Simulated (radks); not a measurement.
**Ionising thallium step by step, Tl⁴²⁺ to Tl⁶²⁺**

Wanted: the ionisation ladder of thallium and its errors against NIST. Each value is a difference of total energies (Δ-SCF).

Method: scalar-relativistic Kohn-Sham, r2SCAN, spin-polarised, spherical densities, finite nucleus; open shells are filled with parallel spins first. Code: radks (a radial shooting solver on a logarithmic mesh, Libxc functionals) version 1.

## (1) Starting point

- element: thallium (Z = 81)
- charges: 42 to 62
- first configuration: [Kr] 4d3
- last configuration: [Ar] 3d1

The outer shells:

Tl⁴²⁺
```
[Kr] core
4d [↑ ][↑ ][↑ ][  ][  ]
```

Tl⁶²⁺
```
[Ar] core
3d [↑ ][  ][  ][  ][  ]
```

## (2) Tl⁴²⁺, [Kr] 4d3

Settings of this run:

```text
Z 81
configuration [Kr] 4d3
relativity scalar-relativistic
functional r2scan,r2scan
spin polarised
nucleus finite rms 5.4759 fm
c 137.035999084
```

## (3) Tl⁴³⁺, [Kr] 4d2

Settings, as their differences from step 2:

```diff
@@ -1,3 +1,3 @@
 Z 81
-configuration [Kr] 4d3
+configuration [Kr] 4d2 5s0 5p0
 relativity scalar-relativistic
```

## (4) Tl⁴⁴⁺, [Kr] 4d1

Settings, as their differences from step 3:

```diff
@@ -1,3 +1,3 @@
 Z 81
-configuration [Kr] 4d2 5s0 5p0
+configuration [Kr] 4d1
 relativity scalar-relativistic
```

## (5) Tl⁴⁵⁺, [Kr]

Settings, as their differences from step 4:

```diff
@@ -1,3 +1,3 @@
 Z 81
-configuration [Kr] 4d1
+configuration [Kr] 5s0 4d0
 relativity scalar-relativistic
```

## (6) Tl⁴⁶⁺, [Ar] 3d10 4s2 4p5

Settings, as their differences from step 5:

```diff
@@ -1,3 +1,3 @@
 Z 81
-configuration [Kr] 5s0 4d0
+configuration [Ar] 3d10 4s2 4p5 5s0 4d0
 relativity scalar-relativistic
```

## (7) Tl⁴⁷⁺, [Ar] 3d10 4s2 4p4

Settings of this run:

```text
Z 81
configuration [Ar] 3d10 4s2 4p4
relativity scalar-relativistic
functional r2scan,r2scan
spin polarised
nucleus finite rms 5.4759 fm
c 137.035999084
```

## (8) Tl⁴⁸⁺, [Ar] 3d10 4s2 4p3

Settings, as their differences from step 7:

```diff
@@ -1,3 +1,3 @@
 Z 81
-configuration [Ar] 3d10 4s2 4p4
+configuration [Ar] 3d10 4s2 4p3
 relativity scalar-relativistic
```

## (9) Tl⁴⁹⁺, [Ar] 3d10 4s2 4p2

Settings, as their differences from step 8:

```diff
@@ -1,3 +1,3 @@
 Z 81
-configuration [Ar] 3d10 4s2 4p3
+configuration [Ar] 3d10 4s2 4p2
 relativity scalar-relativistic
```

## (10) Tl⁵⁰⁺, [Ar] 3d10 4s2 4p1

Settings, as their differences from step 9:

```diff
@@ -1,3 +1,3 @@
 Z 81
-configuration [Ar] 3d10 4s2 4p2
+configuration [Ar] 3d10 4s2 4p1
 relativity scalar-relativistic
```

## (11) Tl⁵¹⁺, [Ar] 3d10 4s2

Settings, as their differences from step 10:

```diff
@@ -1,3 +1,3 @@
 Z 81
-configuration [Ar] 3d10 4s2 4p1
+configuration [Ar] 3d10 4s2
 relativity scalar-relativistic
```

## (12) Tl⁵²⁺, [Ar] 3d10 4s1

Settings, as their differences from step 11:

```diff
@@ -1,3 +1,3 @@
 Z 81
-configuration [Ar] 3d10 4s2
+configuration [Ar] 3d10 4s1
 relativity scalar-relativistic
```

## (13) Tl⁵³⁺, [Ar] 3d10

Settings, as their differences from step 12:

```diff
@@ -1,3 +1,3 @@
 Z 81
-configuration [Ar] 3d10 4s1
+configuration [Ar] 3d10 4s0 4p0
 relativity scalar-relativistic
```

## (14) Tl⁵⁴⁺, [Ar] 3d9

Settings, as their differences from step 13:

```diff
@@ -1,3 +1,3 @@
 Z 81
-configuration [Ar] 3d10 4s0 4p0
+configuration [Ar] 3d9
 relativity scalar-relativistic
```

## (15) Tl⁵⁵⁺, [Ar] 3d8

Settings, as their differences from step 14:

```diff
@@ -1,3 +1,3 @@
 Z 81
-configuration [Ar] 3d9
+configuration [Ar] 3d8
 relativity scalar-relativistic
```

## (16) Tl⁵⁶⁺, [Ar] 3d7

Settings, as their differences from step 15:

```diff
@@ -1,3 +1,3 @@
 Z 81
-configuration [Ar] 3d8
+configuration [Ar] 3d7 4s0 4p0
 relativity scalar-relativistic
```

## (17) Tl⁵⁷⁺, [Ar] 3d6

Settings, as their differences from step 16:

```diff
@@ -1,3 +1,3 @@
 Z 81
-configuration [Ar] 3d7 4s0 4p0
+configuration [Ar] 3d6
 relativity scalar-relativistic
```

## (18) Tl⁵⁸⁺, [Ar] 3d5

Settings, as their differences from step 17:

```diff
@@ -1,3 +1,3 @@
 Z 81
-configuration [Ar] 3d6
+configuration [Ar] 3d5 4s0 4p0
 relativity scalar-relativistic
```

## (19) Tl⁵⁹⁺, [Ar] 3d4

Settings, as their differences from step 18:

```diff
@@ -1,3 +1,3 @@
 Z 81
-configuration [Ar] 3d5 4s0 4p0
+configuration [Ar] 3d4 4s0 4p0
 relativity scalar-relativistic
```

## (20) Tl⁶⁰⁺, [Ar] 3d3

Settings, as their differences from step 19:

```diff
@@ -1,3 +1,3 @@
 Z 81
-configuration [Ar] 3d4 4s0 4p0
+configuration [Ar] 3d3
 relativity scalar-relativistic
```

## (21) Tl⁶¹⁺, [Ar] 3d2

Settings, as their differences from step 20:

```diff
@@ -1,3 +1,3 @@
 Z 81
-configuration [Ar] 3d3
+configuration [Ar] 3d2 4s0 4p0
 relativity scalar-relativistic
```

## (22) Tl⁶²⁺, [Ar] 3d1

Settings, as their differences from step 21:

```diff
@@ -1,3 +1,3 @@
 Z 81
-configuration [Ar] 3d2 4s0 4p0
+configuration [Ar] 3d1 4s0 4p0
 relativity scalar-relativistic
```

What does the calculation give? Wanted: for each run, species; configuration; Δ-SCF; −ε(HOMO); NIST; error.

As calculated:

```tsv
species	configuration	Δ-SCF (eV)	−ε(HOMO) (eV)	NIST (eV)	error (%)
Tl⁴²⁺	[Kr] 4d3	2065.9	2037.0	2075 (theory)	-0.4
Tl⁴³⁺	[Kr] 4d2	2126.0	2097.1	2140 (theory)	-0.7
Tl⁴⁴⁺	[Kr] 4d1	2186.3	2157.3	2202 (theory)	-0.7
Tl⁴⁵⁺	[Kr]	2495.5	2467.2	2447 (theory)	+2.0
Tl⁴⁶⁺	[Ar] 3d10 4s2 4p5	2554.5	2526.8	2508 (theory)	+1.9
Tl⁴⁷⁺	[Ar] 3d10 4s2 4p4	2611.9	2585.1	2574 (theory)	+1.5
Tl⁴⁸⁺	[Ar] 3d10 4s2 4p3	2693.8	2664.8	2635 (theory)	+2.2
Tl⁴⁹⁺	[Ar] 3d10 4s2 4p2	2754.2	2725.8	2854 (theory)	-3.5
Tl⁵⁰⁺	[Ar] 3d10 4s2 4p1	2812.9	2785.4	2925 (theory)	-3.8
Tl⁵¹⁺	[Ar] 3d10 4s2	3104.2	3079.8	3094 (theory)	+0.3
Tl⁵²⁺	[Ar] 3d10 4s1	3174.3	3149.7	3165 (semi-emp.)	+0.3
Tl⁵³⁺	[Ar] 3d10	5283.7	5216.7	5234 (theory)	+1.0
Tl⁵⁴⁺	[Ar] 3d9	5424.5	5357.0	5371 (theory)	+1.0
Tl⁵⁵⁺	[Ar] 3d8	5565.9	5498.2	5518 (theory)	+0.9
Tl⁵⁶⁺	[Ar] 3d7	5707.9	5640.0	5674 (theory)	+0.6
Tl⁵⁷⁺	[Ar] 3d6	5850.1	5782.2	5824 (theory)	+0.4
Tl⁵⁸⁺	[Ar] 3d5	6049.1	5978.1	5969 (theory)	+1.3
Tl⁵⁹⁺	[Ar] 3d4	6197.8	6126.4	6241 (theory)	-0.7
Tl⁶⁰⁺	[Ar] 3d3	6347.2	6275.5	6392 (theory)	-0.7
Tl⁶¹⁺	[Ar] 3d2	6497.0	6425.1	6560 (theory)	-1.0
```

Reference values: NIST Atomic Spectra Database (exp. measured, semi-emp. semi-empirical, theory a theoretical value adopted there). Per unit of the charge left behind, the cost jumps most at Tl⁵³⁺ ([Ar] 3d10): from 3174.3 to 5283.7 eV. There the highest level belongs to another shell. Minus the highest eigenvalue gives 99 to 99 % of the Δ-SCF value along the ladder. Open shells are spherical and high-spin; term and fine-structure splittings are not resolved. Spin-orbit splitting is averaged out at the scalar-relativistic level.
